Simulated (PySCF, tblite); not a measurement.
# Ge25H38: electronic excitations

Aim: compute the electronic excitations of Ge25H38.

Computed with tblite 0.8.0 and PySCF 2.14.0 and routines of our own; the level stands in each step. Atoms count from 0.

### Step 1. The system as given

63 atoms, charge 0, multiplicity 1; geometry from: force field, distance geometry or constructed start.

### Step 2. Geometry optimisation with GFN2-xTB

Job settings and geometry (Å):

```
{"job": {"kind": "relax", "xc": "GFN2-xTB", "basis": "xTB"}, "charge": 0, "multiplicity": 1}
Ge    -2.000600     3.214500    -0.369700
Ge    -4.014100     4.376700     0.425000
Ge    -6.011200     3.214000    -0.367100
Ge    -6.017100     0.905000     0.425700
Ge    -4.011900    -0.258500    -0.364700
Ge    -2.008800     0.900100     0.429300
Ge     6.016500     3.218000    -0.371400
Ge     4.014300     4.376800     0.433400
Ge     2.008200     3.214200    -0.368500
Ge     2.002700     0.899800     0.433500
Ge     4.008800    -0.258500    -0.370200
Ge     6.013900     0.898600     0.431900
Ge    -8.025200    -0.256600    -0.363100
Ge    -8.019600    -2.573600     0.429200
Ge    -6.018600    -3.725800    -0.367900
Ge    -4.012800    -2.572400     0.438200
Ge     0.000400     4.376000     0.432800
Ge    -0.001100    -0.260700    -0.369100
Ge    -0.000600    -2.571200     0.434400
Ge     2.008300    -3.730000    -0.365400
Ge     4.008600    -2.569200     0.433400
Ge     8.020900    -0.255800    -0.368300
Ge     6.019800    -3.726300    -0.361500
Ge     8.017600    -2.577300     0.430400
Ge    -2.005000    -3.728300    -0.367200
H     -2.011600     3.215400    -1.895600
H     -4.010200     4.376400     1.961200
H     -4.011500     5.818300    -0.073700
H     -6.015800     3.216700    -1.900100
H     -7.265500     3.938500     0.142100
H     -6.012800     0.901200     1.960800
H     -4.012800    -0.256000    -1.897900
H     -2.006500     0.900700     1.960000
H      6.018500     3.215000    -1.894400
H      7.267800     3.939900     0.135400
H      4.011400     4.376300     1.959000
H      4.010100     5.817800    -0.079000
H      2.006400     3.218800    -1.900700
H      2.006600     0.896700     1.961800
H      4.006100    -0.253900    -1.896900
H      6.016300     0.898300     1.965700
H     -8.015900    -0.262900    -1.894400
H     -9.267200     0.465500     0.135100
H     -8.019200    -2.573500     1.960100
H     -9.275800    -3.293100    -0.072500
H     -6.018300    -3.729300    -1.901500
H     -6.014000    -5.174400     0.138100
H     -4.011200    -2.570400     1.964200
H      0.001600     4.374500     1.962100
H      0.001900     5.818400    -0.072900
H     -0.000900    -0.264600    -1.895000
H      0.006600    -2.571700     1.961600
H      2.005100    -3.731300    -1.898000
H      2.002100    -5.176100     0.135700
H      4.011600    -2.573900     1.963400
H      8.021300    -0.254300    -1.897500
H      9.278700     0.458800     0.136800
H      6.019100    -3.723300    -1.898800
H      6.016500    -5.175200     0.142700
H      8.020900    -2.571000     1.960900
H      9.268300    -3.293900    -0.073400
H     -2.001600    -3.731200    -1.900000
H     -2.003800    -5.173800     0.139500
```

Run with:

```bash
$ OMP_NUM_THREADS=4 python large_run.py task.json out
```

This one command runs all jobs of the session in turn.

Standard output:

```text
step      E/eV     max force
  0   -1846.22264    0.951
  1   -1846.45778    0.674
  2   -1846.85355    0.410
  3   -1846.93491    0.413
  4   -1847.13963    0.344
  5   -1847.17840    0.244
  6   -1847.19556    0.151
  7   -1847.20686    0.130
  8   -1847.22089    0.174
  9   -1847.23135    0.152
 10   -1847.24058    0.134
 11   -1847.24949    0.139
 12   -1847.26036    0.178
 13   -1847.27340    0.233
 14   -1847.28921    0.233
 15   -1847.30533    0.191
 16   -1847.31734    0.113
 17   -1847.32503    0.110
 18   -1847.33193    0.119
 19   -1847.34062    0.133
 20   -1847.35062    0.134
 21   -1847.35885    0.124
 22   -1847.36432    0.086
 23   -1847.36889    0.088
 24   -1847.37448    0.120
 25   -1847.38112    0.137
 26   -1847.38720    0.133
 27   -1847.39225    0.116
 28   -1847.39727    0.109
 29   -1847.40290    0.124
 30   -1847.40881    0.144
 31   -1847.41405    0.119
 32   -1847.41817    0.114
 33   -1847.42215    0.082
 34   -1847.42490    0.079
 35   -1847.42719    0.064
 36   -1847.42877    0.072
 37   -1847.43001    0.077
 38   -1847.43102    0.061
 39   -1847.43171    0.033
 40   -1847.43238    0.037
 41   -1847.43312    0.043
 42   -1847.43400    0.071
 43   -1847.43501    0.081
 44   -1847.43606    0.066
 45   -1847.43696    0.042
 46   -1847.43758    0.030
 47   -1847.43799    0.025
 48   -1847.43841    0.039
 49   -1847.43907    0.051
 50   -1847.44011    0.073
 51   -1847.44142    0.076
 52   -1847.44260    0.054
 53   -1847.44339    0.043
 54   -1847.44391    0.042
 55   -1847.44432    0.033
 56   -1847.44469    0.028
 57   -1847.44507    0.028
 58   -1847.44559    0.042
 59   -1847.44635    0.061
 60   -1847.44725    0.063
 61   -1847.44798    0.041
 62   -1847.44835    0.026
 63   -1847.44852    0.018
```

It took 28 s on 4 threads of Arm Neoverse N1, shared host; peak memory 0.13 GiB.

Step by step:

```csv
step,energy from step 0 (eV),largest force (eV/Å)
0,0.0000,0.9513
1,-0.2351,0.6734
2,-0.6309,0.4105
3,-0.7123,0.4121
4,-0.9170,0.3442
5,-0.9558,0.2443
6,-0.9729,0.1504
7,-0.9842,0.1299
8,-0.9983,0.1747
12,-1.0377,0.1776
17,-1.1024,0.1099
21,-1.1362,0.1242
26,-1.1646,0.1336
31,-1.1914,0.1188
35,-1.2046,0.0636
40,-1.2097,0.0365
45,-1.2143,0.0412
49,-1.2164,0.0506
54,-1.2213,0.0421
59,-1.2237,0.0614
60,-1.2246,0.0631
61,-1.2253,0.0416
62,-1.2257,0.0254
63,-1.2259,0.0183
```

Distances of close pairs at the start and the end, largest changes first:

```csv
bond,before (Å),after (Å),change (Å)
Ge21–Ge23,2.455,2.405,-0.050
Ge12–Ge13,2.449,2.404,-0.045
Ge6–Ge7,2.449,2.410,-0.039
Ge13–Ge14,2.443,2.405,-0.037
Ge1–Ge2,2.443,2.410,-0.032
Ge22–Ge23,2.437,2.405,-0.032
Ge6–Ge11,2.455,2.426,-0.028
Ge0–Ge1,2.457,2.431,-0.026
```

The final coordinates are the input of the step that follows.

### Step 3. Electronic excitations: TDDFT PBE/def2-SVP

Job settings and geometry (Å):

```
{"job": {"kind": "uv", "basis": "def2-SVP", "grid": 1, "kgrid": 0, "vcut": null, "nstates": 6, "ntriplets": 2, "tda": false, "delta": ["ip_vertical"], "pop": true, "xc": "PBE"}, "charge": 0, "multiplicity": 1}
Ge    -2.077900     3.341034    -0.200094
Ge    -4.171752     4.428197     0.385438
Ge    -6.159030     3.276511    -0.345897
Ge    -6.270497     0.935815     0.283642
Ge    -4.177764    -0.261310    -0.219221
Ge    -2.089986     0.939157     0.309154
Ge     6.159268     3.276551    -0.345767
Ge     4.172017     4.428509     0.384908
Ge     2.078664     3.340557    -0.200074
Ge     2.090455     0.938989     0.309348
Ge     4.178107    -0.261198    -0.218979
Ge     6.270198     0.935916     0.283631
Ge    -8.254031    -0.327209    -0.329059
Ge    -8.227103    -2.618063     0.397634
Ge    -6.239816    -3.777304    -0.304190
Ge    -4.158327    -2.665912     0.287932
Ge     0.000771     4.439052     0.426856
Ge     0.000271    -0.250308    -0.223308
Ge     0.000175    -2.649425     0.281565
Ge     2.076572    -3.753212    -0.337653
Ge     4.158728    -2.666190     0.288553
Ge     8.254428    -0.327366    -0.328499
Ge     6.239586    -3.778598    -0.303356
Ge     8.227087    -2.619470     0.398132
Ge    -2.076399    -3.753829    -0.337194
H     -2.065835     3.387137    -1.741937
H     -4.241389     4.576209     1.897523
H     -4.191088     5.889207    -0.049563
H     -6.249813     3.378638    -1.860244
H     -7.418116     4.024417     0.076720
H     -6.316882     0.966416     1.824123
H     -4.174992    -0.254859    -1.768655
H     -2.091918     0.931466     1.858196
H      6.250670     3.377358    -1.860169
H      7.419078     4.024127     0.075344
H      4.242614     4.576659     1.897022
H      4.191787     5.889114    -0.051062
H      2.065646     3.387145    -1.741586
H      2.092080     0.930562     1.858182
H      4.174759    -0.254010    -1.768073
H      6.317586     0.966109     1.823904
H     -8.407402    -0.299494    -1.840164
H     -9.520160     0.389584     0.113041
H     -8.313892    -2.656066     1.911300
H     -9.490900    -3.361582    -0.002859
H     -6.293649    -3.949058    -1.813474
H     -6.242479    -5.226356     0.158451
H     -4.153225    -2.709444     1.829161
H      0.000634     4.628842     1.939545
H      0.000412     5.898886    -0.027053
H      0.000165    -0.235322    -1.772495
H      0.001302    -2.700199     1.822661
H      2.083042    -3.938066    -1.849722
H      2.078960    -5.214790     0.106367
H      4.153427    -2.710860     1.829808
H      8.407965    -0.298463    -1.840117
H      9.521132     0.389417     0.113769
H      6.294407    -3.949853    -1.812433
H      6.242476    -5.227390     0.159461
H      8.315135    -2.657327     1.911913
H      9.491645    -3.362039    -0.002874
H     -2.082784    -3.939572    -1.849312
H     -2.078465    -5.214911     0.108875
```

Method: TDDFT PBE/def2-SVP, vertical, gas phase, core orbitals frozen in the response.

Standard output:

```text
start: PBE on a coarse grid of 262803 points
cycle   1  E = -51933.4722020708  dE = -1.279e+01  |g| = 2.273e+00  |ddm| = 8.705e+00
cycle   2  E = -51933.1879420121  dE =  2.843e-01  |g| = 2.768e+00  |ddm| = 2.877e+00
cycle   3  E = -51933.9169451044  dE = -7.290e-01  |g| = 1.994e-01  |ddm| = 2.086e+00
cycle   4  E = -51933.9315166518  dE = -1.457e-02  |g| = 7.717e-02  |ddm| = 4.995e-01
cycle   5  E = -51933.9337529627  dE = -2.236e-03  |g| = 2.774e-02  |ddm| = 1.630e-01
cycle   6  E = -51933.9339543821  dE = -2.014e-04  |g| = 7.987e-03  |ddm| = 4.827e-02
final grid: 262803 points
cycle   7  E = -51933.9338770055  dE =  7.738e-05  |g| = 1.671e-02  |ddm| = 3.734e-02
cycle   8  E = -51933.9334577374  dE =  4.193e-04  |g| = 3.892e-02  |ddm| = 8.759e-02
cycle   9  E = -51933.9339621161  dE = -5.044e-04  |g| = 3.451e-03  |ddm| = 6.540e-02
cycle  10  E = -51933.9339697189  dE = -7.603e-06  |g| = 5.605e-04  |ddm| = 6.213e-03
cycle  11  E = -51933.9339667312  dE =  2.988e-06  |g| = 8.434e-05  |ddm| = 8.523e-04
converged SCF energy = -51933.9339667312
Vertical ionisation energy (delta-SCF) = 7.1664 eV   <S^2> = 0.751

Static polarisability (au): isotropic 1026.165, principal 499.114 1039.561 1539.820

Singlet excitations
state   eV       nm        f      main configurations
  1   3.2772    378.3   0.57380   H->L 0.92
  2   3.3720    367.7   0.14245   H-1->L 0.95
  3   3.4000    364.7   0.00637   H-2->L 0.99
  4   3.4333    361.1   0.01003   H->L+1 0.97
  5   3.5698    347.3   0.00139   H-1->L+1 0.99
  6   3.6675    338.1   0.00185   H->L+2 0.90

Triplet excitations (Tamm-Dancoff, eV): 3.0320 3.1615
```

Wall time 3 min (4 threads of Arm Neoverse N1, shared host); peak memory 3.1 GiB.

The orbitals next to the gap, with their largest atomic shares:

```csv
orbital,eV,atoms
HOMO−4,-6.59,"Ge20 8 %, Ge15 8 %, Ge14 8 %"
HOMO−3,-6.58,"Ge2 8 %, Ge6 8 %, Ge3 7 %"
HOMO−2,-6.22,"Ge20 7 %, Ge15 7 %, Ge16 6 %"
HOMO−1,-6.09,"Ge18 9 %, Ge17 9 %, Ge0 8 %"
HOMO,-5.95,"Ge17 9 %, Ge5 8 %, Ge9 8 %"
LUMO,-2.86,"Ge17 8 %, Ge9 8 %, Ge5 8 %"
LUMO+1,-2.57,"Ge18 9 %, Ge24 8 %, Ge19 8 %"
LUMO+2,-2.31,"Ge16 13 %, Ge0 12 %, Ge8 12 %"
LUMO+3,-2.22,"Ge9 9 %, Ge5 9 %, Ge8 8 %"
```

With each of the 6 states as a Gaussian band of 0.4 eV half-width at 1/e, the curve within the window shown has maxima at 375 nm (ε 29,000) L/(mol cm). Beyond the last state computed it falls off for lack of states. The curve at chosen wavelengths:

| nm | ε (L/mol/cm) |
| --- | --- |
| 312 | 1977 |
| 318 | 3484 |
| 324 | 5650 |
| 330 | 8496 |
| 336 | 11925 |
| 342 | 15721 |
| 348 | 19576 |
| 354 | 23140 |
| 360 | 26090 |
| 366 | 28176 |
| 372 | 29259 |
| 378 | 29319 |
| 384 | 28440 |
| 390 | 26784 |
| 396 | 24556 |
| 402 | 21970 |
| 408 | 19224 |
| 414 | 16485 |
| 420 | 13880 |
| 426 | 11494 |
| 432 | 9375 |
| 438 | 7544 |
| 444 | 5996 |
| 450 | 4713 |
| 456 | 3667 |
| 462 | 2828 |

Further results of this job:

```csv
property,computed
dipole moment (D),0.17
polarisability (Å³),152.06
HOMO–LUMO gap (eV),3.09
−ε(HOMO) (eV),5.95
```

### Step 4. Summary of results

| quantity | value |
| --- | --- |
| lowest singlet (PBE/def2-SVP) | 3.28 eV (378 nm), f = 0.574 |
| lowest triplet | 3.03 eV |

**Reading.** The lowest singlet, at 3.28 eV, is HOMO→LUMO 0.92 and is bright. The lowest triplet lies 0.25 eV below the lowest singlet (triplets in Tamm-Dancoff, singlets in full TDDFT).
